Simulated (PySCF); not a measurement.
# [Ta(SH)4]+: how settings move a single point

Which settings matter for [Ta(SH)4]+? Each run alters one on purpose. The species was built from a template and needn't be a known compound.

Computed with PySCF 2.14.0. Level: PBE0, Ta def2-SVP with ECP60, S def2-SVP, H def2-SVP; scalar-relativistic core potentials, no spin–orbit coupling.

3 further runs of the same task are left out: 1 for a known fault of the program, 2 that didn't finish.

## Step 1: The starting structure

9 atoms, charge 1, spin multiplicity 1.

Bond lengths: Ta1–S2 2.371 Å, Ta1–S4 2.371 Å, Ta1–S6 2.371 Å, Ta1–S8 2.371 Å, S2–H3 1.354 Å, S4–H5 1.354 Å, S6–H7 1.354 Å, S8–H9 1.354 Å. Angles: S2–Ta1–S4 85.6°, S2–Ta1–S6 147.7°, S2–Ta1–S8 85.6°, S4–Ta1–S6 85.6°, S4–Ta1–S8 147.7°, S6–Ta1–S8 85.6°, Ta1–S2–H3 105.2°, Ta1–S4–H5 105.2°, Ta1–S6–H7 105.2°, Ta1–S8–H9 105.2°.

As a file:

```xyz
9
charge 1, multiplicity 1
Ta    0.0000    0.0000    0.0018
S     2.2375    0.4235    0.6607
H     2.6262   -0.6866    1.3315
S    -0.4235    2.2375    0.6607
H     0.6866    2.6262    1.3315
S    -2.2375   -0.4235    0.6607
H    -2.6262    0.6866    1.3315
S     0.4235   -2.2375    0.6607
H    -0.6866   -2.6262    1.3315
```

Formal oxidation states: Ta +5. An earlier session relaxed this geometry at PBE0, Ta def2-SVP with ECP60, S def2-SVP, H def2-SVP (singlet, point group C4).

The sound run used a (50, 194) grid (finer on f atoms), a threshold of 1e-8 and at most 55 cycles, and ended at -1650.917941 Eh.

## Step 2: Try 1

The input, run.py (the lines that set the calculation):

```python
mol = gto.M(atom='''
Ta     0.00000     0.00000     0.00171
S      2.10328     0.39811     0.62110
H      2.46865    -0.64545     1.25158
S     -0.39811     2.10328     0.62110
H      0.64545     2.46865     1.25158
S     -2.10328    -0.39811     0.62110
H     -2.46865     0.64545     1.25158
S      0.39811    -2.10328     0.62110
H     -0.64545    -2.46865     1.25158''',
    basis={'Ta': 'def2-SVP', 'S': 'def2-SVP', 'H': 'def2-SVP'},
    ecp={'Ta': 'def2-SVP'},
    charge=1, spin=0)
mf = dft.RKS(mol, xc='PBE0')
mf.grids.atom_grid = (50, 194)
mf = mf.density_fit()  # fitting sets: Ta def2-universal-JKFIT, S def2-universal-JKFIT, H def2-universal-JKFIT
mf.conv_tol = 1e-08; mf.max_cycle = 55
mf.kernel(dm0)  # dm0: free metal ions and neutral atoms
```

Run with:

```sh
> OMP_NUM_THREADS=2 python run.py
```

The program printed:

```text
init E= -1652.01655370888
  HOMO = -0.508080919737213  LUMO = -0.411319544117745  gap/eV = 2.63301
cycle= 1 E= -1650.79776439672  delta_E= 1.22  |g|= 0.483  |ddm|= 3.77
  HOMO = -0.409665317740484  LUMO = -0.275903222844248  gap/eV = 3.63985
cycle= 2 E= -1650.78565670481  delta_E= 0.0121  |g|= 0.537  |ddm|= 1.25
  HOMO = -0.456527727983907  LUMO = -0.351022617779313  gap/eV = 2.87094
cycle= 3 E= -1650.82723301497  delta_E= -0.0416  |g|= 0.398  |ddm|= 0.886
  HOMO = -0.458720459216743  LUMO = -0.327590258576971  gap/eV = 3.56823
cycle= 4 E= -1650.87052150367  delta_E= -0.0433  |g|= 0.0143  |ddm|= 0.388
  HOMO = -0.458910393138045  LUMO = -0.326571235061943  gap/eV = 3.60113
cycle= 5 E= -1650.87055931848  delta_E= -3.78e-05  |g|= 0.00993  |ddm|= 0.0252
  HOMO = -0.45890904246117  LUMO = -0.326159740348531  gap/eV = 3.61229
cycle= 6 E= -1650.87058648376  delta_E= -2.72e-05  |g|= 0.000957  |ddm|= 0.0123
  HOMO = -0.459000271014134  LUMO = -0.326127206059188  gap/eV = 3.61566
cycle= 7 E= -1650.87058718085  delta_E= -6.97e-07  |g|= 0.000231  |ddm|= 0.00303
  HOMO = -0.459002008018581  LUMO = -0.326129457760398  gap/eV = 3.61565
cycle= 8 E= -1650.87058722599  delta_E= -4.51e-08  |g|= 7.54e-05  |ddm|= 0.000801
  HOMO = -0.459005485300689  LUMO = -0.326123131567923  gap/eV = 3.61591
cycle= 9 E= -1650.87058723126  delta_E= -5.28e-09  |g|= 1.55e-05  |ddm|= 0.000328
  HOMO = -0.459005049424254  LUMO = -0.326118527518863  gap/eV = 3.61603
Extra cycle  E= -1650.87058723091  delta_E= 3.57e-10  |g|= 4.1e-05  |ddm|= 6.56e-05
converged SCF energy = -1650.87058723091
```

It took 6.5 s on 2 threads of Arm Neoverse V2, shared host.

Changed: the scale of all coordinates (0.94). It converges in 9 cycles, +1.289 eV from the sound run, with a largest force component of 4.11 eV/Å. The setting is unsound, so these numbers aren't the compound's.

## Step 3: Try 2

The input, run.py (the lines that set the calculation):

```python
mol = gto.M(atom='''
Ta     0.00000     0.00000     0.00182
S      2.23754     0.42352     0.66075
H      2.62622    -0.68665     1.33147
S     -0.42352     2.23754     0.66075
H      0.68665     2.62622     1.33147
S     -2.23754    -0.42352     0.66075
H     -2.62622     0.68665     1.33147
S      0.42352    -2.23754     0.66075
H     -0.68665    -2.62622     1.33147''',
    basis={'Ta': 'def2-SVP', 'S': 'def2-SVP', 'H': 'def2-SVP'},
    ecp={'Ta': 'def2-SVP'},
    charge=1, spin=0)
mf = dft.RKS(mol, xc='PBE0')
mf.grids.atom_grid = (50, 194)
mf = mf.density_fit()  # fitting sets: Ta def2-universal-JKFIT, S def2-universal-JKFIT, H def2-universal-JKFIT
mf.conv_tol = 1e-08; mf.max_cycle = 55
mf.kernel(dm0)  # dm0: smeared density
```

Run with:

```sh
> OMP_NUM_THREADS=2 python run.py
```

The program printed:

```text
init E= -1650.81861490412
  HOMO = -0.451414890833698  LUMO = -0.333865717920844  gap/eV = 3.19868
cycle= 1 E= -1650.90203123517  delta_E= -0.0834  |g|= 0.22  |ddm|= 0.466
  HOMO = -0.458697571252216  LUMO = -0.38988848559044  gap/eV = 1.87239
cycle= 2 E= -1650.60125295384  delta_E= 0.301  |g|= 1.09  |ddm|= 1.23
  HOMO = -0.451353536520006  LUMO = -0.338357772958313  gap/eV = 3.07477
cycle= 3 E= -1650.91705478055  delta_E= -0.316  |g|= 0.0545  |ddm|= 0.942
  HOMO = -0.453406664159135  LUMO = -0.335651733881347  gap/eV = 3.20427
cycle= 4 E= -1650.91790896447  delta_E= -0.000854  |g|= 0.00993  |ddm|= 0.0504
  HOMO = -0.452826459530206  LUMO = -0.334371824554785  gap/eV = 3.22331
cycle= 5 E= -1650.91794036733  delta_E= -3.14e-05  |g|= 0.00111  |ddm|= 0.0115
  HOMO = -0.452854266662028  LUMO = -0.334251881186803  gap/eV = 3.22734
cycle= 6 E= -1650.91794119871  delta_E= -8.31e-07  |g|= 0.000396  |ddm|= 0.00305
  HOMO = -0.452878260821217  LUMO = -0.334242506485574  gap/eV = 3.22824
cycle= 7 E= -1650.91794132608  delta_E= -1.27e-07  |g|= 0.000251  |ddm|= 0.00134
  HOMO = -0.452874375299566  LUMO = -0.334242070651816  gap/eV = 3.22815
cycle= 8 E= -1650.91794134961  delta_E= -2.35e-08  |g|= 0.000111  |ddm|= 0.000453
  HOMO = -0.452875474120599  LUMO = -0.334247294511843  gap/eV = 3.22804
cycle= 9 E= -1650.9179413542  delta_E= -4.59e-09  |g|= 1.65e-05  |ddm|= 0.000184
  HOMO = -0.452875604788084  LUMO = -0.334251669848539  gap/eV = 3.22792
Extra cycle  E= -1650.91794135355  delta_E= 6.52e-10  |g|= 5.08e-05  |ddm|= 7.08e-05
converged SCF energy = -1650.91794135355
```

Run time: 6.1 s. Hardware: 2 threads of Arm Neoverse V2, shared host.

Changed: the starting guess (smeared density). It converges in 9 cycles, at the sound run's energy within 0.001 eV, with a largest force component of 0.01 eV/Å. The result survives the change.

## Step 4: Try 3

run.py (the lines that set the calculation), as its differences from that of step 3:

```diff
@@ -16,3 +16,3 @@
 mf = mf.density_fit()  # fitting sets: Ta def2-universal-JKFIT, S def2-universal-JKFIT, H def2-universal-JKFIT
-mf.conv_tol = 1e-08; mf.max_cycle = 55
-mf.kernel(dm0)  # dm0: smeared density
+mf.conv_tol = 1e-05; mf.max_cycle = 55
+mf.kernel(dm0)  # dm0: free metal ions and neutral atoms
```

Run with:

```sh
> OMP_NUM_THREADS=2 python run.py
```

The program printed:

```text
init E= -1651.63873532298
  HOMO = -0.493150722070523  LUMO = -0.399878519472611  gap/eV = 2.53807
cycle= 1 E= -1650.84934051998  delta_E= 0.789  |g|= 0.451  |ddm|= 3.55
  HOMO = -0.414012648355463  LUMO = -0.331875768859541  gap/eV = 2.23506
cycle= 2 E= -1650.84362189137  delta_E= 0.00572  |g|= 0.51  |ddm|= 1.16
  HOMO = -0.444480850360247  LUMO = -0.30377111609846  gap/eV = 3.82891
cycle= 3 E= -1650.8737020309  delta_E= -0.0301  |g|= 0.37  |ddm|= 0.827
  HOMO = -0.453251237250777  LUMO = -0.338825505268498  gap/eV = 3.11368
cycle= 4 E= -1650.91722461574  delta_E= -0.0435  |g|= 0.0488  |ddm|= 0.442
  HOMO = -0.452644200629416  LUMO = -0.334769669053571  gap/eV = 3.20753
cycle= 5 E= -1650.9179182253  delta_E= -0.000694  |g|= 0.00857  |ddm|= 0.0466
  HOMO = -0.452778325579624  LUMO = -0.334414863857159  gap/eV = 3.22083
cycle= 6 E= -1650.91793939703  delta_E= -2.12e-05  |g|= 0.00205  |ddm|= 0.0105
  HOMO = -0.452881589769396  LUMO = -0.334276459184338  gap/eV = 3.22741
cycle= 7 E= -1650.91794124136  delta_E= -1.84e-06  |g|= 0.000351  |ddm|= 0.0039
  HOMO = -0.452873369901305  LUMO = -0.334299694073211  gap/eV = 3.22655
Extra cycle  E= -1650.91794120825  delta_E= 3.31e-08  |g|= 0.000669  |ddm|= 0.00141
converged SCF energy = -1650.91794120825
```

Wall time 5.7 s (2 threads of Arm Neoverse V2, shared host).

Changed: the SCF threshold (1e-05). It converges in 7 cycles, at the sound run's energy within 0.001 eV, with a largest force component of 0.01 eV/Å. The result survives the change.

## Step 5: Try 4

run.py (the lines that set the calculation), as its differences from that of step 4:

```diff
@@ -14,5 +14,5 @@
 mf = dft.RKS(mol, xc='PBE0')
-mf.grids.atom_grid = (50, 194)
+mf.grids.atom_grid = (30, 86)
 mf = mf.density_fit()  # fitting sets: Ta def2-universal-JKFIT, S def2-universal-JKFIT, H def2-universal-JKFIT
-mf.conv_tol = 1e-05; mf.max_cycle = 55
+mf.conv_tol = 1e-08; mf.max_cycle = 55
 mf.kernel(dm0)  # dm0: free metal ions and neutral atoms
```

Run with:

```sh
> OMP_NUM_THREADS=2 python run.py
```

The program printed:

```text
init E= -1651.63713653826
  HOMO = -0.493029790036066  LUMO = -0.39984853890303  gap/eV = 2.53559
cycle= 1 E= -1650.84828602049  delta_E= 0.789  |g|= 0.451  |ddm|= 3.55
  HOMO = -0.414009489617188  LUMO = -0.331975926935831  gap/eV = 2.23225
cycle= 2 E= -1650.84259368333  delta_E= 0.00569  |g|= 0.509  |ddm|= 1.16
  HOMO = -0.444414350393275  LUMO = -0.303857152726242  gap/eV = 3.82476
cycle= 3 E= -1650.87249437166  delta_E= -0.0299  |g|= 0.37  |ddm|= 0.827
  HOMO = -0.453192575475822  LUMO = -0.338896463405014  gap/eV = 3.11016
cycle= 4 E= -1650.91600054881  delta_E= -0.0435  |g|= 0.0488  |ddm|= 0.442
  HOMO = -0.45258344405204  LUMO = -0.334835418816123  gap/eV = 3.20409
cycle= 5 E= -1650.91669583975  delta_E= -0.000695  |g|= 0.00858  |ddm|= 0.0467
  HOMO = -0.452716777457117  LUMO = -0.334478517744126  gap/eV = 3.21743
cycle= 6 E= -1650.91671707528  delta_E= -2.12e-05  |g|= 0.00206  |ddm|= 0.0106
  HOMO = -0.452819791111491  LUMO = -0.334338830293679  gap/eV = 3.22403
cycle= 7 E= -1650.91671892832  delta_E= -1.85e-06  |g|= 0.00035  |ddm|= 0.00391
  HOMO = -0.452807506295015  LUMO = -0.334310941291415  gap/eV = 3.22446
cycle= 8 E= -1650.9167190278  delta_E= -9.95e-08  |g|= 0.000115  |ddm|= 0.00111
  HOMO = -0.452813772102577  LUMO = -0.334310887237294  gap/eV = 3.22463
cycle= 9 E= -1650.91671904181  delta_E= -1.4e-08  |g|= 1.13e-05  |ddm|= 0.000529
  HOMO = -0.452813683065468  LUMO = -0.334309400915351  gap/eV = 3.22467
cycle= 10 E= -1650.91671904205  delta_E= -2.35e-10  |g|= 1.98e-06  |ddm|= 7.17e-05
  HOMO = -0.452813610328032  LUMO = -0.3343092910752  gap/eV = 3.22467
Extra cycle  E= -1650.91671904205  delta_E= -6.37e-12  |g|= 8.04e-07  |ddm|= 1.05e-05
converged SCF energy = -1650.91671904205
```

Wall time 4.7 s (2 threads of Arm Neoverse V2, shared host).

Changed: the integration grid, to (30, 86). It converges in 10 cycles, +0.033 eV from the sound run, with a largest force component of 0.10 eV/Å. The setting is unsound, so these numbers aren't the compound's.

## Step 6: Results

| run | changed | ending | energy change (eV) | cycles | time | usable |
| --- | --- | --- | --- | --- | --- | --- |
| 1 | the scale of all coordinates | converged | +1.289 | 9 | 6.5 s | no |
| 2 | the starting guess | converged | 0.000 | 9 | 6.1 s | yes |
| 3 | the SCF threshold | converged | 0.000 | 7 | 5.7 s | yes |
| 4 | the integration grid | converged | +0.033 | 10 | 4.7 s | no |

2 of 4 altered runs give a usable result. 2 ended normally with numbers unfit to quote.
